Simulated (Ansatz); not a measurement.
# C2H8AlB: basis-set convergence

The task here is to estimate one member of a computed series from the others.

The runs use Ansatz 0.2.0, Gaussian basis; one geometry, several basis sets.

Plan: PBE0-D4/def2-SVP; ωB97M-V/def2-SVP; PBE0-D4/def2-QZVPP; ωB97M-V/def2-QZVPP; the functionals' def2-TZVPP values are taken from earlier runs.

1 further run of the same task is left out (it didn't finish).

## The geometry

An earlier PBE0-D4 in a triple-zeta def2 set relaxation fixed the geometry.

12 atoms, charge 0, spin multiplicity 1.

Atoms are counted from 1 here; the program's logs count them from 0.

Bond lengths: C1–B2 1.560 Å, C1–H5 1.091 Å, C1–H6 1.094 Å, C1–H7 1.105 Å, B2–Al3 2.132 Å, B2–H8 1.208 Å, Al3–C4 1.963 Å, Al3–H9 1.602 Å, C4–H10 1.092 Å, C4–H11 1.096 Å, C4–H12 1.096 Å. Angles: B2–C1–H5 117.4°, B2–C1–H6 114.3°, B2–C1–H7 102.8°, H5–C1–H6 109.8°, H5–C1–H7 106.5°, H6–C1–H7 104.9°, C1–B2–Al3 127.0°, C1–B2–H8 114.8°, Al3–B2–H8 118.2°, B2–Al3–C4 123.7°, B2–Al3–H9 119.7°, C4–Al3–H9 116.6°, Al3–C4–H10 114.1°, Al3–C4–H11 110.1°, Al3–C4–H12 110.4°, H10–C4–H11 107.8°, H10–C4–H12 108.0°, H11–C4–H12 106.1°.

As a file:

```xyz
12
C2H8AlB
C    -1.77890    1.40259   -0.23056
B    -0.65423    0.88964    0.72043
Al    0.34558   -0.99051    0.62576
C     1.92499   -1.32986   -0.48880
H    -2.30965    0.65913   -0.82728
H    -2.49755    2.07601    0.24554
H    -1.22400    2.03884   -0.94420
H    -0.28997    1.68861    1.55005
H    -0.18144   -2.21478    1.51378
H     2.26837   -0.45918   -1.05163
H     1.71464   -2.13145   -1.20619
H     2.75894   -1.68425    0.12709
```

Set-up of the first run:

File in.yaml:

```yaml
crystal:
  periodic: [false, false, false]
  atoms:
    - {symbol: C, position_ang: [-1.778897, 1.402587, -0.230561]}
    - {symbol: B, position_ang: [-0.654227, 0.889644, 0.720433]}
    - {symbol: Al, position_ang: [0.345584, -0.990507, 0.625760]}
    - {symbol: C, position_ang: [1.924988, -1.329860, -0.488800]}
    - {symbol: H, position_ang: [-2.309651, 0.659134, -0.827282]}
    - {symbol: H, position_ang: [-2.497545, 2.076013, 0.245541]}
    - {symbol: H, position_ang: [-1.223996, 2.038843, -0.944201]}
    - {symbol: H, position_ang: [-0.289966, 1.688613, 1.550054]}
    - {symbol: H, position_ang: [-0.181444, -2.214781, 1.513782]}
    - {symbol: H, position_ang: [2.268368, -0.459183, -1.051631]}
    - {symbol: H, position_ang: [1.714642, -2.131448, -1.206187]}
    - {symbol: H, position_ang: [2.758944, -1.684254, 0.127092]}
basis:
  gaussian: {orbitals: def2-SVP}
hamiltonian: {xc: pbe0, dispersion: d4}
output: {orbitals: {seedname: orbitals}}
```

The run is started by

```console
$ ansatz run in.yaml --threads 2 --pin off --events-out ev --progress --plain --max-ram 4352MiB
```

Steps of the session up to this table: PBE0-D4 in def2-SVP; ωB97M-V in def2-SVP; PBE0-D4 in def2-QZVPP; ωB97M-V in def2-QZVPP.

One table of the session follows, with a row left open; its other results are not shown here.

It belongs to the step «Functionals by basis». 

```
functional       basis  HOMO (eV)  LUMO (eV)
   PBE0-D4    def2-SVP      -6.74      -1.52
   PBE0-D4  def2-TZVPP      -6.77      -1.59
   PBE0-D4  def2-QZVPP      -6.77      -1.61
   ωB97M-V    def2-SVP          ?          ?
   ωB97M-V  def2-TZVPP      -8.90       0.31
   ωB97M-V  def2-QZVPP      -8.90       0.23
```

Estimate the missing values for ωB97M-V, def2-SVP.

As computed: HOMO (eV): -8.84; LUMO (eV): 0.49. In the column «HOMO (eV)» it lies between ωB97M-V, def2-QZVPP (-8.90) and PBE0-D4, def2-TZVPP (-6.77).
